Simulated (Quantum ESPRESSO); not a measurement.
# Si2Ni (Fm-3m) in Quantum ESPRESSO: single point with PBEsol

Aim: the single point of Si2Ni with PBEsol.

Program: Quantum ESPRESSO 7.5. These are calculated values, not measurements. Logs are shortened: lines on timing, memory, paths and dates and some standing lists are left out, and cuts for length are marked.

## Step 1: The structure

It takes space group Fm-3m (No. 225, cubic). Conventional cell: a = 5.395 Å, b = 5.395 Å, c = 5.395 Å, α = 90.00°, β = 90.00°, γ = 90.00°. Ni (site symmetry m-3m) is surrounded by 8 Si at 2.34 Å. Si (site symmetry -43m) has 4 Ni at 2.34 Å as nearest neighbours.

The cell was built by a generator and needn't be a form met in nature.

## Step 2: Single point, PBEsol

pw.in

```
&CONTROL
  calculation = 'scf'
  prefix = 'pwscf'
  outdir = './tmp'
  pseudo_dir = './pseudo'
  tprnfor = .true.
  tstress = .true.
  disk_io = 'nowf'
/
&SYSTEM
  ibrav = 0
  nat = 3
  ntyp = 2
  ecutwfc = 98
  nbnd = 20
  occupations = 'smearing'
  smearing = 'mp'
  degauss = 0.00734986
/
&ELECTRONS
  conv_thr = 6d-10
  electron_maxstep = 120
  mixing_beta = 0.5
/
ATOMIC_SPECIES
Ni    58.6934 Ni.upf
Si    28.0850 Si.upf
CELL_PARAMETERS angstrom
   0.0000000000    2.6973777600    2.6973777600
   2.6973777600    0.0000000000    2.6973777600
   2.6973777600    2.6973777600    0.0000000000
ATOMIC_POSITIONS crystal
Ni     0.0000000000    0.0000000000    0.0000000000
Si     0.2500000000    0.2500000000    0.2500000000
Si     0.7500000000    0.7500000000    0.7500000000
K_POINTS automatic
16 16 16 0 0 0
```

Potentials or basis: PseudoDojo 0.4.1 SR PBEsol standard.

Run with:

```sh
$ OMP_NUM_THREADS=1 pw.x -in pw.in > pw.out
```

pw.out:

```text
This program is part of the open-source Quantum ESPRESSO suite
     for quantum simulation of materials; please cite
[... 9 lines left out ...]
     --------------------
     sticks:   dense  smooth     PW     G-vecs:    dense   smooth      PW
     Sum        1393    1393    421                34621    34621    5577

     Using Slab Decomposition

     bravais-lattice index     =            0
     lattice parameter (alat)  =       7.2087  a.u.
     unit-cell volume          =     264.8817 (a.u.)^3
     number of atoms/cell      =            3
     number of atomic types    =            2
     number of electrons       =        26.00
     number of Kohn-Sham states=           20
     kinetic-energy cutoff     =      98.0000  Ry
     charge density cutoff     =     392.0000  Ry
     scf convergence threshold =      6.0E-10
     mixing beta               =       0.5000
     number of iterations used =            8  plain     mixing
     Exchange-correlation= PBESOL
                           (   1   4  10   8   0   0   0)

     celldm(1)=   7.208678  celldm(2)=   0.000000  celldm(3)=   0.000000
     celldm(4)=   0.000000  celldm(5)=   0.000000  celldm(6)=   0.000000

     crystal axes: (cart. coord. in units of alat)
               a(1) = (   0.000000   0.707107   0.707107 )
               a(2) = (   0.707107   0.000000   0.707107 )
               a(3) = (   0.707107   0.707107   0.000000 )

     reciprocal axes: (cart. coord. in units 2 pi/alat)
               b(1) = ( -0.707107  0.707107  0.707107 )
               b(2) = (  0.707107 -0.707107  0.707107 )
               b(3) = (  0.707107  0.707107 -0.707107 )

     PseudoPot. # 1 for Ni read from file:
     Ni.upf
     Pseudo is Norm-conserving + core correction, Zval = 18.0
     Generated using ONCVPSP code by D. R. Hamann
     Using radial grid of 1356 points,  6 beta functions with:
                l(1) =   0
                l(2) =   0
                l(3) =   1
                l(4) =   1
                l(5) =   2
                l(6) =   2

     PseudoPot. # 2 for Si read from file:
     Si.upf
     Pseudo is Norm-conserving + core correction, Zval =  4.0
     Generated using ONCVPSP code by D. R. Hamann
     Using radial grid of 1510 points,  6 beta functions with:
                l(1) =   0
                l(2) =   0
                l(3) =   1
                l(4) =   1
                l(5) =   2
                l(6) =   2

     atomic species   valence    mass     pseudopotential
     Ni               18.00    58.69340     Ni( 1.00)
     Si                4.00    28.08500     Si( 1.00)

     48 Sym. Ops., with inversion, found

   Cartesian axes

     site n.     atom                  positions (alat units)
         1        Ni     tau(   1) = (   0.0000000   0.0000000   0.0000000  )
         2        Si     tau(   2) = (   0.3535534   0.3535534   0.3535534  )
         3        Si     tau(   3) = (   1.0606602   1.0606602   1.0606602  )

     number of k points=   145  Methfessel-Paxton smearing, width (Ry)=  0.0073

     Number of k-points >= 100: set verbosity='high' to print them.

     Dense  grid:    34621 G-vectors     FFT dimensions: (  45,  45,  45)

     Initial potential from superposition of free atoms

     starting charge      25.9986, renormalised to      26.0000
     Starting wfcs are   18 randomized atomic wfcs +    2 random wfcs

     Self-consistent Calculation

     iteration #  1     ecut=    98.00 Ry     beta= 0.50
     Davidson diagonalization with overlap
     ethr =  1.00E-02,  avg # of iterations =  5.1

     total energy              =    -352.19153303 Ry
     estimated scf accuracy    <       0.31082757 Ry

     iteration #  2     ecut=    98.00 Ry     beta= 0.50
     Davidson diagonalization with overlap
     ethr =  1.20E-03,  avg # of iterations =  2.4

     total energy              =    -352.08706086 Ry
     estimated scf accuracy    <       1.97312896 Ry

     iteration #  3     ecut=    98.00 Ry     beta= 0.50
     Davidson diagonalization with overlap
     ethr =  1.20E-03,  avg # of iterations =  2.1

     total energy              =    -352.32431224 Ry
     estimated scf accuracy    <       0.02005851 Ry

     iteration #  4     ecut=    98.00 Ry     beta= 0.50
     Davidson diagonalization with overlap
     ethr =  7.71E-05,  avg # of iterations =  2.7

     total energy              =    -352.32764505 Ry
     estimated scf accuracy    <       0.00041463 Ry

     iteration #  5     ecut=    98.00 Ry     beta= 0.50
     Davidson diagonalization with overlap
     ethr =  1.59E-06,  avg # of iterations =  5.1

     total energy              =    -352.32759229 Ry
     estimated scf accuracy    <       0.00025902 Ry

     iteration #  6     ecut=    98.00 Ry     beta= 0.50
     Davidson diagonalization with overlap
     ethr =  9.96E-07,  avg # of iterations =  2.0

     total energy              =    -352.32763710 Ry
     estimated scf accuracy    <       0.00052579 Ry

     iteration #  7     ecut=    98.00 Ry     beta= 0.50
     Davidson diagonalization with overlap
     ethr =  9.96E-07,  avg # of iterations =  1.1

     total energy              =    -352.32763913 Ry
     estimated scf accuracy    <       0.00006586 Ry

     iteration #  8     ecut=    98.00 Ry     beta= 0.50
     Davidson diagonalization with overlap
     ethr =  2.53E-07,  avg # of iterations =  2.0

     total energy              =    -352.32764798 Ry
     estimated scf accuracy    <       0.00000073 Ry

     iteration #  9     ecut=    98.00 Ry     beta= 0.50
     Davidson diagonalization with overlap
     ethr =  2.82E-09,  avg # of iterations =  2.4

     total energy              =    -352.32764819 Ry
     estimated scf accuracy    <       0.00000002 Ry

     iteration # 10     ecut=    98.00 Ry     beta= 0.50
     Davidson diagonalization with overlap
     ethr =  6.81E-11,  avg # of iterations =  3.3

     total energy              =    -352.32764820 Ry
     estimated scf accuracy    <          2.2E-09 Ry

     iteration # 11     ecut=    98.00 Ry     beta= 0.50
     Davidson diagonalization with overlap
     ethr =  8.40E-12,  avg # of iterations =  1.3

     End of self-consistent calculation

     Number of k-points >= 100: set verbosity='high' to print the bands.

     the Fermi energy is    13.3982 ev

!    total energy              =    -352.32764820 Ry
     estimated scf accuracy    <          1.6E-10 Ry
     smearing contrib. (-TS)   =      -0.00001920 Ry
     internal energy E=F+TS    =    -352.32762900 Ry

     The total energy is F=E-TS. E is the sum of the following terms:
     one-electron contribution =    -260.49295916 Ry
     hartree contribution      =     143.20795830 Ry
     xc contribution           =     -48.86190835 Ry
     ewald contribution        =    -186.18071979 Ry

     convergence has been achieved in  11 iterations

     Forces acting on atoms (cartesian axes, Ry/au):

     atom    1 type  1   force =     0.00000000    0.00000000    0.00000000
     atom    2 type  2   force =     0.00000000   -0.00000000   -0.00000000
     atom    3 type  2   force =     0.00000000   -0.00000000   -0.00000000

     Total force =     0.000000     Total SCF correction =     0.000000

     Computing stress (Cartesian axis) and pressure

          total   stress  (Ry/bohr**3)                   (kbar)     P=       -5.28
  -0.00003587  -0.00000000   0.00000000           -5.28       -0.00        0.00
  -0.00000000  -0.00003587   0.00000000           -0.00       -5.28        0.00
   0.00000000   0.00000000  -0.00003587            0.00        0.00       -5.28

=------------------------------------------------------------------------------=
   JOB DONE.
=------------------------------------------------------------------------------=
```

Wall time 3.9 min (1 thread of Arm Neoverse V1, shared host); peak memory 0.25 GiB.

Results:

```yaml
Free_energy: -4793.6619 eV
Pressure: -0.5 GPa
Band_gap_on_the_k_mesh: none (metal or under the smearing width)
```
